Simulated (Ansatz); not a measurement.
# La2SbAs3: the cost of one run

Program: Ansatz 0.2.0. Level of theory: DFT PBE, scalar-relativistic, plane waves, PAW. These are calculated values, not measurements.

**1. Starting point**

The structure is hexagonal, space group P6/mmm (No. 191). Conventional cell: a = 6.770 Å, b = 6.770 Å, c = 3.760 Å, α = 90.00°, β = 90.00°, γ = 120.00°. La (site symmetry -6m2) has 6 As at 2.71 Å in its first shell of neighbours. Sb (site symmetry 6/mmm) has 2 Sb at 3.76 Å and 12 As at 3.87 Å and 6 La at 3.91 Å in its first shell of neighbours. Around As (site symmetry mmm) lie 4 La at 2.71 Å and 4 Sb at 3.87 Å.

As a file:

```
La Sb As
1.0
     6.76983    0.00000    0.00000
    -3.38491    5.86284    0.00000
     0.00000    0.00000    3.76020
La Sb As
2 1 3
Cartesian
  0.0000 3.9086 0.0000
  3.3849 1.9543 0.0000
  0.0000 0.0000 0.0000
  3.3849 0.0000 1.8801
  1.6925 2.9314 1.8801
  -1.6925 2.9314 1.8801
```

A structure generator made this guess: species swapped into a database cell of CeB2Ir3 (P6/mmm, No. 191), with Sb on the Ce sites, La on the B sites and As on the Ir sites. Its size is a rough estimate.

**2. The guess as it stands, on a coarse mesh**

The input, input.yaml:

```yaml
crystal:
  lattice:
    - [6.76982918, 0.0, 0.0]
    - [-3.38491459, 5.86284405, 0.0]
    - [0.0, 0.0, 3.76019855]
  atoms:
    - { symbol: La, position: [0.33333333, 0.66666667, 0.0] }
    - { symbol: La, position: [0.66666667, 0.33333333, 0.0] }
    - { symbol: Sb, position: [0.0, 0.0, 0.0] }
    - { symbol: As, position: [0.5, 0.0, 0.5] }
    - { symbol: As, position: [0.5, 0.5, 0.5] }
    - { symbol: As, position: [0.0, 0.5, 0.5] }
basis:
  ecutwfc: 420
kpoints:
  mp_grid: { grid: [3, 3, 4] }
hamiltonian:
  xc: pbe
scf:
  occupations: { method: gaussian, width: 0.1 }
  lower_state_search: "off"
output:
  forces: true
  stress: true
  eigenvalues: true
```

Run with:

```
$ ansatz run input.yaml --threads 1 --pin off --max-ram 2560MiB --backend cpu --events-out ev --progress --plain --runs-dir out
```

**Question.** How long does this run take on 1 thread of Intel Xeon Platinum 8375C at 2.90GHz (Ice Lake), shared host, and how much memory does it need?

About 4.6 s, with a peak of 0.51 GiB.
